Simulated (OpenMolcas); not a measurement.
# Fe³⁺ among point charges: CASSCF and CASPT2 levels and susceptibility

Aim: the splitting of the states of Fe³⁺ in the field of 6 point charges, its lowest levels with spin-orbit coupling and its magnetic susceptibility.

The numbers are computed with OpenMolcas 26.06 (state-averaged CASSCF and CASPT2, spin-orbit coupling by RASSI with atomic mean-field integrals), except any that are marked as measured or tabulated.

**1. What is computed**

| Quantity | Value |
| --- | --- |
| Species | Fe³⁺ (iron, Z = 26, 23 electrons) |
| Basis | ANO-RCC-VDZP [5s4p2d1f], 34 functions |
| Scalar Hamiltonian | DKH2, point nucleus |
| Inactive shells | 1s 2s 2p 3s 3p |
| Active space | 5 electrons in 5 orbitals (3d) |
| Some configurations of this space | 3d⁵ |
| Orbitals | optimised for each spin and parity, averaged over all roots |

The outer shells:

3d5
```
3d [↑ ][↑ ][↑ ][↑ ][↑ ]
```

The ion sits among 6 point charges of -2 e arranged as an octahedron (Oh), 1.95 Å from the ion.

Each step is its own input file, run in one work folder so that later steps find the files of earlier ones. Labels, J, g values, rates, χT and fits are worked out afterwards by a script from the matrices that RASSI stores. The input lists half of the charges; inversion (Group=XYZ) makes the rest.

**2. Basis and integrals**

a.inp reads:

```
&GATEWAY
Coord
1

Fe 0.0 0.0 0.0
Basis=ANO-RCC-VDZP
Group=XYZ
NoMove
AngMom=0.0 0.0 0.0
AMFI
XField
3 Angstrom 0
1.950000 0.000000 0.000000 -2.000000
0.000000 1.950000 0.000000 -2.000000
0.000000 0.000000 1.950000 -2.000000
&SEWARD
```

Command:

```sh
$ OMP_NUM_THREADS=1 MOLCAS_MEM=1689 MOLCAS_PROJECT=a pymolcas a.inp > a.log
```

**3. CASSCF: sextets of even parity, 1 root**

a.inp reads:

```
&RASSCF
FileOrb=start.orb
Symmetry=1
Spin=6
nActEl=5 0 0
Inactive=3 6
Ras2=5 0
CIRoot=1 1 1
SDav=1
CIMx=300
Iter=120 100
PrWF=0.3
OrbListing=Nothing
MaxOrb=0
>>> COPY $Project.JobIph JOB001
```

start.orb holds the contracted functions of the basis, ordered by shell, or the orbitals of the step before.

**4. Reference wave functions, quartets of even parity, 24 roots**

a.inp reads:

```
&RASSCF
FileOrb=start.orb
Symmetry=1
Spin=4
nActEl=5 0 0
Inactive=3 6
Ras2=5 0
CIRoot=24 24 1
SDav=24
CIMx=300
Iter=120 100
PrWF=0.3
OrbListing=Nothing
MaxOrb=0
>>> COPY $Project.JobIph JOB002
```

**5. Reference wave functions, doublets of even parity, 75 roots**

a.inp reads:

```
&RASSCF
FileOrb=start.orb
Symmetry=1
Spin=2
nActEl=5 0 0
Inactive=3 6
Ras2=5 0
CIRoot=75 75 1
SDav=75
CIMx=300
Iter=120 100
PrWF=0.3
OrbListing=Nothing
MaxOrb=0
>>> COPY $Project.JobIph JOB003
```

**6. State interaction with spin-orbit coupling**

a.inp reads:

```
&RASSI
NrOfJobIphs=3 1 24 75
1
1 2 3 4 5 6 7 8 9 10 11 12 13 14 15 16 17 18 19 20 21 22 23 24
1 2 3 4 5 6 7 8 9 10 11 12 13 14 15 16 17 18 19 20 21 22 23 24 25 26 27
28 29 30 31 32 33 34 35 36 37 38 39 40 41 42 43 44 45 46 47 48 49 50 51
52 53 54 55 56 57 58 59 60 61 62 63 64 65 66 67 68 69 70 71 72 73 74 75
IphNames
JOB001
JOB002
JOB003
EJob
SpinOrbit
DIPRint=1.0
SOCoupling=1000.0
Subsets=2
Property=9
'ANGMOM' 1 'ANGMOM' 2 'ANGMOM' 3 'MLTPL  1' 1 'MLTPL  1' 2 'MLTPL  1' 3
'AMFI' 1 'AMFI' 2 'AMFI' 3
SOProperty=3
'ANGMOM' 1 'ANGMOM' 2 'ANGMOM' 3
```

**7. CASPT2: IPEA 0.25, imaginary shift 0.1 (closed shells correlated: 3s 3p)**

a.inp reads:

```
>>> COPY JOB001 $Project.JobIph
&CASPT2
Multistate=1 1
Frozen=2 3
IPEA=0.25
Imaginary=0.1
MaxIter=60
WThr=0.0 0.3 0.05
PrWF=0.5
NoMix
>>> COPY JOB002 $Project.JobIph
&CASPT2
Multistate=24 1 2 3 4 5 6 7 8 9 10 11 12 13 14 15 16 17 18 19 20 21 22
23 24
NoMult
Frozen=2 3
IPEA=0.25
Imaginary=0.1
MaxIter=60
WThr=0.0 0.3 0.05
PrWF=0.5
NoMix
>>> COPY JOB003 $Project.JobIph
&CASPT2
Multistate=75 1 2 3 4 5 6 7 8 9 10 11 12 13 14 15 16 17 18 19 20 21 22
23 24 25 26 27 28 29 30 31 32 33 34 35 36 37 38 39 40 41 42 43 44 45 46
47 48 49 50 51 52 53 54 55 56 57 58 59 60 61 62 63 64 65 66 67 68 69 70
71 72 73 74 75
NoMult
Frozen=2 3
IPEA=0.25
Imaginary=0.1
MaxIter=60
WThr=0.0 0.3 0.05
PrWF=0.5
NoMix
```

(Steps that only read results are left out.)

What does the calculation give? Wanted: spin-free ground state; lowest level; next level.

**Answer**, as computed:

| quantity | value |
| --- | --- |
| method | SS-CASPT2, IPEA 0.25, imaginary shift 0.1 (closed shells correlated: 3s 3p) |
| spin-free ground state | 6A1, 1-fold in its orbital part |
| lowest level | 6-fold |
| next level | 32852.3 cm⁻¹ |
| χT at 300 K | 4.39 cm³ K/mol |
| effective moment at 300 K | 5.92 μB |

Cost by method:

```csv
method,time of its own steps,time with the reference
A. CASSCF,32 s,32 s
"B. SS-CASPT2, IPEA 0.25, imaginary shift 0.1, +3s 3p",6.4 s,38 s
```

Times are of one thread on a shared host.

The spin-free ground state (6A1) comes to 100 % from free-ion S terms and keeps the highest spin of the shell. χT at 300 K is 4.39, against 4.39 cm³ K/mol for the spin alone, as a half-filled shell (L = 0) has no orbital moment. An active space of the d shell alone favours high spin; real ions in strong fields can be low spin. A ligand-field fit to the states below 45000 cm-1 gives 10Dq = 3058 cm-1, B = 1001 cm-1 and C = 4780 cm-1 (C/B = 4.77), with a deviation of 321 cm-1. CASPT2 does not keep the components of a term degenerate, and the means are used. The field of point charges can differ much from that of real complexes. With metal d orbitals alone active, the gaps between spin states are rough; where two lie within a few thousand cm-1, their order is open. This is an electrostatic model: the charges have no orbitals.
